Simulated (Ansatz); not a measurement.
Run this with Ansatz 0.2.0 through its Python package and show what comes out.

Script `run_relaxed_scan.py`:
```python
'''One bond of ClH2ISi held at set lengths while the rest relaxes.'''

import ansatz as az
import numpy as np

BASIS_SET = 'def2-SVP'
XC = 'pbe'
DISPERSION = 'd4'


def main() -> None:
    mol = (
        az.Crystal.molecule()
        .atom('Cl', (-1.6621, 0.4181, -0.9122))
        .atom('Si', (-0.0268, 0.0696, 0.1651))
        .atom('I', (1.4909, -1.2621, -1.185))
        .atom('H', (-0.3533, -0.6635, 1.3806))
        .atom('H', (0.6012, 1.3642, 0.5101))
    )

    base = (
        mol.calculation()
        .basis(gaussian=BASIS_SET)
        .functional(XC, dispersion=DISPERSION)
        .accuracy('medium')
    )
    symbols = [site.symbol for site in mol.cartesian_sites]
    pairs = [(0, 1), (1, 2), (1, 3), (1, 4)]
    print('held (A)   E (eV)        ', '  '.join(f'{symbols[i]}{i}-{symbols[j]}{j}' for i, j in pairs))
    for length in [1.83, 1.99, 2.15, 2.39, 2.69]:
        data = base.relax(constraints=[az.DistanceConstraint((0, 1), at=length)], force_tolerance=0.02, max_steps=60).run(threads=1, pin='off').report
        xyz = np.array(data['positions_ang'])
        print(f'{length:6.2f} {data["free_energy_ev"]:14.5f}  ', '  '.join(f'{np.linalg.norm(xyz[i] - xyz[j]):.3f}' for i, j in pairs))


if __name__ == '__main__':
    main()
```

```console
$ python run_relaxed_scan.py
held (A)   E (eV)         Cl0-Si1  Si1-I2  Si1-H3  Si1-H4
DeckWarning: relax.constraints: the input's atoms, or those drawn, lie off the distances that are held; a relaxation that starts there is brought onto them ahead of its first SCF, by positions alone, an atom by 7.95e-2 Å at the most. With the symmetry [...]
  1.83   -28519.07903   1.830  2.481  1.500  1.501
  1.99   -28519.76923   1.990  2.464  1.498  1.498
  2.15   -28519.79247   2.150  2.450  1.496  1.497
  2.39   -28519.29155   2.390  2.434  1.495  1.495
  2.69   -28518.43635   2.690  2.418  1.494  1.494
```
(Warnings from the package without file and line, shortened, repeats left out.)

These settings explore the input space; basis and method may be short of convergence. The energies are electronic: no zero-point or thermal terms, and the basis set is short of its limit. def2 sets replace the cores of elements past krypton by effective core potentials. Timing: 54 s on 1 thread of Arm Neoverse V1 (shared host), peak memory 0.22 GiB.
